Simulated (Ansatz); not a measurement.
**Cl₂H₂NSn radical: small, medium and large basis sets**

One table from this session's results is given with a row withheld; the runs are named, their logs left out.

Program: Ansatz 0.2.0, Gaussian basis. Level of theory: one geometry, several basis sets. These are calculated values, not measurements.

Levels to be run: PBE0-D4/def2-SVP; ωB97M-V/def2-SVP; PBE0-D4/def2-QZVPP; ωB97M-V/def2-QZVPP; the functionals' def2-TZVPP values are taken from earlier runs.

### The relaxed structure

All runs share one geometry, relaxed beforehand with PBE0-D4 in a triple-zeta def2 set. Sn takes the def2 core potential; no spin-orbit term is included.

SMILES `[NH2][Sn]([Cl])[Cl]`, 6 atoms, charge 0, spin multiplicity 2.

Atoms are counted from 1 here; the program's logs count them from 0.

Bond lengths: N1–Sn2 2.040 Å, N1–H5 1.015 Å, N1–H6 1.015 Å, Sn2–Cl3 2.345 Å, Sn2–Cl4 2.345 Å. Angles: Sn2–N1–H5 113.5°, Sn2–N1–H6 113.5°, H5–N1–H6 108.4°, N1–Sn2–Cl3 103.7°, N1–Sn2–Cl4 103.7°, Cl3–Sn2–Cl4 108.1°.

As a file:

```xyz
6

N    -0.0507    1.0663   -0.2462
Sn   -0.1862   -0.7749    0.6213
Cl    2.0399   -1.5067    0.7206
Cl   -1.3067   -2.0635   -0.9866
H     0.4980    1.7286    0.2926
H    -0.9523    1.4863   -0.4478
```

Set-up of the first run:

in.yaml

```yaml
crystal:
  periodic: [false, false, false]
  atoms:
    - {symbol: N, position_ang: [-0.050663, 1.066295, -0.246225]}
    - {symbol: Sn, position_ang: [-0.186245, -0.774872, 0.621253]}
    - {symbol: Cl, position_ang: [2.039859, -1.506694, 0.720638]}
    - {symbol: Cl, position_ang: [-1.306696, -2.063458, -0.986582]}
    - {symbol: H, position_ang: [0.498035, 1.728560, 0.292555]}
    - {symbol: H, position_ang: [-0.952292, 1.486269, -0.447840]}
basis:
  gaussian: {orbitals: def2-SVP}
magnetization: {spin_polarized: true, initial_magnetization: 1}
hamiltonian: {xc: pbe0, dispersion: d4}
output: {orbitals: {seedname: orbitals}}
```

Command:

```bash
> ansatz run in.yaml --threads 4 --pin off --events-out ev --progress --plain --max-ram 10444MiB
```

Among the steps run: PBE0-D4 in def2-SVP; ωB97M-V in def2-SVP; PBE0-D4 in def2-QZVPP; ωB97M-V in def2-QZVPP.

One table of the session follows, with a row left open; its other results are not shown here.

It belongs to the step «Density functionals: the series». 

| functional | basis | HOMO (eV) | LUMO (eV) |
| --- | --- | --- | --- |
| PBE0-D4 | def2-SVP | -6.80 | -4.08 |
| PBE0-D4 | def2-TZVPP | -6.99 | -4.26 |
| PBE0-D4 | def2-QZVPP | -7.02 | -4.31 |
| ωB97M-V | def2-SVP | -8.76 | -2.26 |
| ωB97M-V | def2-TZVPP | -9.00 | -2.52 |
| ωB97M-V | def2-QZVPP | ? | ? |

Q: Estimate the row for ωB97M-V, def2-QZVPP from the others.

The run gave: HOMO (eV): -9.04; LUMO (eV): -2.60. In the column «HOMO (eV)» it is the lowest.
